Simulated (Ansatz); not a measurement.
# AlBH₆OSi: one species, many methods

An exercise on one series of results from a longer session: the logs are not shown, and one member is left open.

Method: functionals in def2-TZVPP, the program's frozen cores in correlated methods; program: Ansatz 0.2.0, Gaussian basis.

Levels to be run: LDA (SPW92), PBE-D4, revPBE-D4, BLYP-D4, r2SCAN-D4, B97M-V, PBE0-D4, B3LYP-D4, r2SCANh-D4, r2SCAN0-D4, HSE06-D4, BHLYP-D4, CAM-B3LYP-D4, LC-ωPBE, ωB97X-V, ωB97M-V, B2PLYP, PBE-QIDH; CCSD(T)/def2-SVP; CCSD(T)/def2-TZVPP; MP2/def2-QZVPP; extrapolation to the limit; RPA on PBE.

### The relaxed structure

The geometry comes from an earlier relaxation with PBE0-D4 in a triple-zeta def2 set; it is a stationary point, not always the lowest conformer.

SMILES `OB[SiH2][AlH2]`, 10 atoms, charge 0, spin multiplicity 1.

Atoms are counted from 1 here; the program's logs count them from 0.

Bond lengths: O1–B2 1.353 Å, O1–H5 0.962 Å, B2–Si3 2.020 Å, B2–H6 1.206 Å, Si3–Al4 2.453 Å, Si3–H7 1.495 Å, Si3–H8 1.492 Å, Al4–H9 1.591 Å, Al4–H10 1.590 Å. Angles: B2–O1–H5 113.5°, O1–B2–Si3 119.4°, O1–B2–H6 119.3°, Si3–B2–H6 121.3°, B2–Si3–Al4 107.9°, B2–Si3–H7 109.0°, B2–Si3–H8 112.6°, Al4–Si3–H7 107.9°, Al4–Si3–H8 110.9°, H7–Si3–H8 108.3°, Si3–Al4–H9 120.0°, Si3–Al4–H10 121.7°, H9–Al4–H10 118.3°.

The first run:

File in.yaml:

```yaml
crystal:
  periodic: [false, false, false]
  atoms:
    - {symbol: O, position_ang: [-1.608056, 1.723645, -0.121361]}
    - {symbol: B, position_ang: [-0.351433, 1.413421, 0.271993]}
    - {symbol: Si, position_ang: [0.695543, 0.027935, -0.759281]}
    - {symbol: Al, position_ang: [0.360784, -2.141042, 0.337557]}
    - {symbol: H, position_ang: [-2.040061, 2.368332, 0.446731]}
    - {symbol: H, position_ang: [0.100286, 1.928505, 1.264512]}
    - {symbol: H, position_ang: [2.150626, 0.361417, -0.684389]}
    - {symbol: H, position_ang: [0.301886, -0.035603, -2.196497]}
    - {symbol: H, position_ang: [0.994300, -2.413153, 1.770857]}
    - {symbol: H, position_ang: [-0.520774, -3.284657, -0.327124]}
basis:
  gaussian: {orbitals: def2-TZVPP}
hamiltonian: {xc: lda}
output: {orbitals: {seedname: orbitals}}
```

Command:

```console
$ ansatz run in.yaml --threads 2 --pin off --events-out ev --progress --plain --max-ram 4352MiB
```

Steps of the session up to this table: LDA; PBE-D4 (GGA); revPBE-D4 (GGA); BLYP-D4 (GGA); r2SCAN-D4 (meta-GGA); B97M-V (meta-GGA); PBE0-D4 (hybrid); B3LYP-D4 (hybrid); r2SCANh-D4 (hybrid); r2SCAN0-D4 (hybrid); HSE06-D4 (hybrid); BHLYP-D4 (hybrid); CAM-B3LYP-D4 (range-separated); LC-ωPBE (range-separated); ωB97X-V (range-separated); ωB97M-V (range-separated); B2PLYP (double hybrid); PBE-QIDH (double hybrid).

One table of the session follows, with a row left open; its other results are not shown here.

| functional | HOMO (eV) | LUMO (eV) | gap (eV) |
| --- | --- | --- | --- |
| LDA (SPW92) | -6.17 | -3.04 | 3.13 |
| PBE-D4 | -6.09 | -2.82 | 3.26 |
| revPBE-D4 | -6.05 | -2.72 | 3.32 |
| BLYP-D4 | -5.94 | -2.68 | 3.26 |
| r2SCAN-D4 | -6.31 | -2.60 | 3.71 |
| B97M-V | -6.41 | -2.79 | 3.62 |
| PBE0-D4 | -7.13 | -2.06 | 5.07 |
| B3LYP-D4 | -6.94 | -2.24 | 4.70 |
| r2SCANh-D4 | -6.69 | -2.33 | 4.36 |
| r2SCAN0-D4 | -7.27 | -1.94 | 5.33 |
| HSE06-D4 | -6.74 | -2.43 | 4.31 |
| BHLYP-D4 | -8.07 | -1.25 | 6.82 |
| CAM-B3LYP-D4 | -8.36 | -1.09 | 7.27 |
| LC-ωPBE | ? | ? | ? |
| ωB97X-V | -9.32 | -0.14 | 9.18 |
| ωB97M-V | -9.08 | -0.40 | 8.68 |

Q: Estimate the row for LC-ωPBE from the others.

**Answer.** HOMO (eV): -9.64; LUMO (eV): -0.03; gap (eV): 9.61. In the column «HOMO (eV)» it is the lowest.
